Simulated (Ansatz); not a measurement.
# TiC (rocksalt type): the cost of one run

Program: Ansatz 0.2.0. Level of theory: DFT PBEsol, with the methods named in each step. These are calculated values, not measurements.

**1. The system as given**

The structure is cubic, space group Fm-3m (No. 225). The conventional cell has a = 4.293 Å, b = 4.293 Å, c = 4.293 Å, α = 90.00°, β = 90.00°, γ = 90.00°. Around Ti (site symmetry m-3m) lie 6 C at 2.15 Å. Around C (site symmetry m-3m) lie 6 Ti at 2.15 Å.

Structure file:

```
CELL_PARAMETERS angstrom
0.00000 2.14672 2.14672
2.14672 0.00000 2.14672
2.14672 2.14672 0.00000
ATOMIC_POSITIONS crystal
Ti 0.00000 0.00000 0.00000
C 0.50000 0.50000 0.50000
```

Whether this phase is the stable one at these pressures isn't tested.

Atoms are numbered in the order of the input: Ti1, C2.

**2. The reference volume, LAPW**

Input file input.yaml:

```yaml
crystal:
  lattice:
    - [0.0, 2.1467176245, 2.1467176245]
    - [2.1467176245, 0.0, 2.1467176245]
    - [2.1467176245, 2.1467176245, 0.0]
  atoms:
    - { symbol: Ti, position: [0.0, 0.0, 0.0] }
    - { symbol: C, position: [0.5, 0.5, 0.5] }
kpoints:
  mp_grid: { grid: [17, 17, 17] }
  band_path:
    path:
      - [0.0, 0.0, 0.0]
      - [0.5, 0.0, 0.5]
      - [0.625, 0.25, 0.625]
      - [0.375, 0.375, 0.75]
      - [0.0, 0.0, 0.0]
      - [0.5, 0.5, 0.5]
      - [0.5, 0.25, 0.75]
      - [0.5, 0.0, 0.5]
    npoints: 14
scf:
  occupations: { method: fermi_dirac, width: 0.08 }
hamiltonian:
  xc: pbesol
  pseudopotentials: { kind: all_electron, lapw: { basis_error: 0.001 } }
output:
  forces: true
  stress: true
  eigenvalues: true
  populations: true
  dos: { projected: true, de: 0.2, e_range: [-14, 8] }
```

The run is started by

```sh
$ ansatz run input.yaml --threads 1 --pin off --max-ram 2048MiB --backend cpu --events-out ev --progress --plain --runs-dir out
```

**Question.** How long does this run take on 1 thread of Arm Neoverse V2, shared host, and how much memory does it need?

About 22 s, with a peak of 0.44 GiB.
